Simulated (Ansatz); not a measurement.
HZn, a single point in a Gaussian basis

Program: Ansatz 0.2.0, Python API.

Contents of `hzn.xyz`:
```text
2

Zn    0.00000    0.00000    0.00000
H     0.00000    0.00000    1.51000
```

Interactive session:
```pycon
>>> from dataclasses import dataclass
>>> from pathlib import Path
>>> import warnings
>>> import ansatz
>>> @dataclass
... class Settings:
...     basis: str = '6-31G*'
...     level: str = 'RPA'
...
>>> opts = Settings()
>>> warnings.simplefilter('ignore', ansatz.DeckWarning)
>>> system = ansatz.Crystal.molecule_from_extxyz('hzn.xyz')
>>> base = (
...     system.calculation()
...     .basis(gaussian=opts.basis)
...     .correlation(opts.level)
...     .spin('collinear', total=1)
...     .orbitals()
... )
>>> result = base.run(runs_dir='runs')

>>> data = result.report
>>> data['published_state_doubts']
[]
>>> print(f'E = {data["free_energy_ev"]:.6f} eV = {data["free_energy_ev"] / 27.211386246:.7f} Ha')
E = -48390.003744 eV = -1778.2998377 Ha
>>> print('converged:', data['converged'], ' doubts:', data['published_state_doubts'] or 'none')
converged: True  doubts: none
>>> print('correlation energy', round(data['free_energy_ev'] - data['reference_energy_ev'], 5), 'eV')
correlation energy -7.86634 eV
>>> cluster = data['correlation'].get('coupled_cluster')
>>> if cluster:
...     print('cycles', cluster['cycles'], ' T1 diagnostic', round(cluster['t1_diagnostic'], 4), ' largest double', round(cluster['largest_double'], 4))
...
>>> field = data['mean_field']
>>> print('<S^2> =', round(abs(field['state']['spin_squared']), 4), ' all-electron relativity setting:', field['relativity'])
<S^2> = 0.7595  all-electron relativity setting: none
>>> print('passes:', field['passes'])
passes: {'evaluations': 15, 'products': 34}
>>> if 'symmetry' in field:
...     print('occupied orbitals by irrep:', field['symmetry']['occupied'])
...
occupied orbitals by irrep: [{'A1': 9, 'A2': 1, 'B1': 3, 'B2': 3}, {'A1': 8, 'A2': 1, 'B1': 3, 'B2': 3}]
>>> lines = Path(data['orbitals_path']).read_text().splitlines()
>>> field_of = lambda key: [line.split('=')[1].strip() for line in lines if line.startswith(key)]
>>> orbitals = [(27.211386 * float(e), s, float(n)) for e, s, n in zip(field_of('Ene='), field_of('Spin='), field_of('Occup='))]
>>> homo = max(e for e, _, n in orbitals if n > 0.5)
>>> lumo = min(e for e, _, n in orbitals if n < 0.5)
>>> print(f'HOMO {homo:.3f} eV, LUMO {lumo:.3f} eV, gap {lumo - homo:.3f} eV')
HOMO -7.317 eV, LUMO 1.074 eV, gap 8.392 eV
```

Total energies depend on the basis set; only differences at equal settings carry meaning. The geometry is a force-field or estimated start, not a minimum of this method, and the basis set is short of its limit. The species is open-shell (spin multiplicity 2). Levels such as HOMO and LUMO are orbital energies: in Hartree-Fock the gap is too wide and the LUMO hangs on the basis. Inner cores stay frozen, so this is valence correlation. S² is that of the Hartree-Fock reference. Run time: 0.9 s on 1 thread of Arm Neoverse V1 (shared host), peak memory 0.14 GiB.

(Lines on the test bed's own set-up are left out of the output.)
